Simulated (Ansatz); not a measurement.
# C3H8AlF: up Jacob's ladder to CCSD(T)

Aim: compute C3H8AlF with functionals from several rungs and with coupled cluster, and see how far each lands from CCSD(T) at the basis-set limit for the atomisation energy.

Method: functionals in def2-TZVPP, the program's frozen cores in correlated methods; program: Ansatz 0.2.0, Gaussian basis.

Levels to be run: LDA (SPW92), PBE-D4, revPBE-D4, BLYP-D4, r2SCAN-D4, B97M-V, PBE0-D4, B3LYP-D4, r2SCANh-D4, r2SCAN0-D4, HSE06-D4, BHLYP-D4, CAM-B3LYP-D4, LC-ωPBE, ωB97X-V, ωB97M-V, B2PLYP, PBE-QIDH; CCSD(T)/def2-SVP; CCSD(T)/def2-TZVPP; MP2/def2-QZVPP; extrapolation to the limit; RPA on PBE.

### 1 The relaxed structure

The geometry comes from an earlier relaxation with PBE0-D4 in a triple-zeta def2 set; it is a stationary point, not always the lowest conformer.

SMILES `C[CH2][Al]([CH3])[F]`, 13 atoms, charge 0, spin multiplicity 1.

Atoms are counted from 1 here; the program's logs count them from 0.

Bond lengths: C1–C2 1.529 Å, C1–H6 1.094 Å, C1–H7 1.094 Å, C1–H8 1.094 Å, C2–Al3 1.952 Å, C2–H9 1.098 Å, C2–H10 1.098 Å, Al3–C4 1.944 Å, Al3–F5 1.659 Å, C4–H11 1.092 Å, C4–H12 1.095 Å, C4–H13 1.095 Å. Angles: C2–C1–H6 112.1°, C2–C1–H7 111.8°, C2–C1–H8 111.8°, H6–C1–H7 107.0°, H6–C1–H8 107.0°, H7–C1–H8 106.7°, C1–C2–Al3 115.5°, C1–C2–H9 110.4°, C1–C2–H10 110.4°, Al3–C2–H9 107.9°, Al3–C2–H10 107.8°, H9–C2–H10 104.3°, C2–Al3–C4 125.5°, C2–Al3–F5 116.7°, C4–Al3–F5 117.8°, Al3–C4–H11 112.4°, Al3–C4–H12 110.9°, Al3–C4–H13 111.1° and more.

As a file:

```xyz
13

C    -1.3270    0.8905    0.8114
C    -0.2705    1.3280   -0.2034
Al    0.9658   -0.0673   -0.7827
C     0.9578   -1.9104   -0.1651
F     2.1128    0.3694   -1.8989
H    -1.9883    1.7135    1.0984
H    -0.8739    0.5079    1.7303
H    -1.9617    0.0914    0.4183
H    -0.7494    1.7462   -1.0980
H     0.3245    2.1582    0.1983
H     1.7742   -2.4956   -0.5936
H     0.0164   -2.4058   -0.4257
H     1.0399   -1.9610    0.9255
```

### 2 LDA

This LDA is Slater exchange with PW92 correlation.

Contents of in.yaml:

```yaml
crystal:
  periodic: [false, false, false]
  atoms:
    - {symbol: C, position_ang: [-1.326986, 0.890505, 0.811409]}
    - {symbol: C, position_ang: [-0.270462, 1.327962, -0.203415]}
    - {symbol: Al, position_ang: [0.965766, -0.067259, -0.782706]}
    - {symbol: C, position_ang: [0.957784, -1.910356, -0.165145]}
    - {symbol: F, position_ang: [2.112758, 0.369350, -1.898902]}
    - {symbol: H, position_ang: [-1.988262, 1.713461, 1.098431]}
    - {symbol: H, position_ang: [-0.873902, 0.507856, 1.730278]}
    - {symbol: H, position_ang: [-1.961746, 0.091396, 0.418259]}
    - {symbol: H, position_ang: [-0.749431, 1.746203, -1.098009]}
    - {symbol: H, position_ang: [0.324549, 2.158240, 0.198330]}
    - {symbol: H, position_ang: [1.774152, -2.495594, -0.593551]}
    - {symbol: H, position_ang: [0.016376, -2.405773, -0.425685]}
    - {symbol: H, position_ang: [1.039905, -1.960991, 0.925505]}
basis:
  gaussian: {orbitals: def2-TZVPP}
hamiltonian: {xc: lda}
output: {orbitals: {seedname: orbitals}}
```

Further steps of the session: PBE-D4 (GGA); revPBE-D4 (GGA); BLYP-D4 (GGA); r2SCAN-D4 (meta-GGA); B97M-V (meta-GGA); PBE0-D4 (hybrid); B3LYP-D4 (hybrid); r2SCANh-D4 (hybrid); r2SCAN0-D4 (hybrid); HSE06-D4 (hybrid); BHLYP-D4 (hybrid); CAM-B3LYP-D4 (range-separated); LC-ωPBE-D4 (range-separated); ωB97X-V (range-separated); ωB97M-V (range-separated); B2PLYP (double hybrid); PBE-QIDH (double hybrid); CCSD(T) in def2-SVP; CCSD(T) in def2-TZVPP; MP2 in def2-QZVPP; RPA on PBE orbitals.

Before running them: what should the planned runs give, taken together? Wanted: atomisation energy, CCSD(T)/CBS; farthest beyond LDA; mean size of error, GGA; mean size of error, meta-GGA; mean size of error, hybrid; mean size of error, range-separated; mean size of error, double hybrid; gap, smallest and largest; T1 diagnostic.

As calculated:

```
                               quantity                                                                                                value
        atomisation energy, CCSD(T)/CBS                                                                                      1189.5 kcal/mol
functionals within 5.9 kcal/mol (0.5 %)  r2SCAN-D4, B97M-V, PBE0-D4, B3LYP-D4, r2SCANh-D4, HSE06-D4, CAM-B3LYP-D4, LC-ωPBE, ωB97X-V, ωB97M-V
                    farthest beyond LDA                                                                            BHLYP-D4 (-28.2 kcal/mol)
                mean size of error, GGA                                                                                        11.6 kcal/mol
           mean size of error, meta-GGA                                                                                         1.5 kcal/mol
             mean size of error, hybrid                                                                                         8.1 kcal/mol
    mean size of error, range-separated                                                                                         1.9 kcal/mol
      mean size of error, double hybrid                                                                                         9.5 kcal/mol
              gap, smallest and largest                                                            5.05 eV (LDA (SPW92)), 12.00 eV (LC-ωPBE)
                          T1 diagnostic                                                                                               0.0105
triples share of the correlation energy                                                                                                3.4 %
```

What this shows: The LDA atomisation energy is off by 143.5 kcal/mol (12 %): it overbinds. PBE-D4 misses by +11.6 kcal/mol. Double hybrids carry the basis error of their MP2 part in triple zeta, and no dispersion term here, so their miss is partly the set-up's. The rungs meta-GGA, range-separated miss on average by less than the doubt on the reference (5.9 kcal/mol), so they tie. The reference freezes the cores and leaves out relativity and excitations past (T), so misses under about 5.9 kcal/mol can't be ranked. Hartree-Fock recovers 76 % of the binding; the rest is correlation. CCSD(T) in def2-SVP is off by -53.0 kcal/mol, which most functionals beat. Orbital gaps span 5.0 to 12.0 eV; exact exchange widens them.
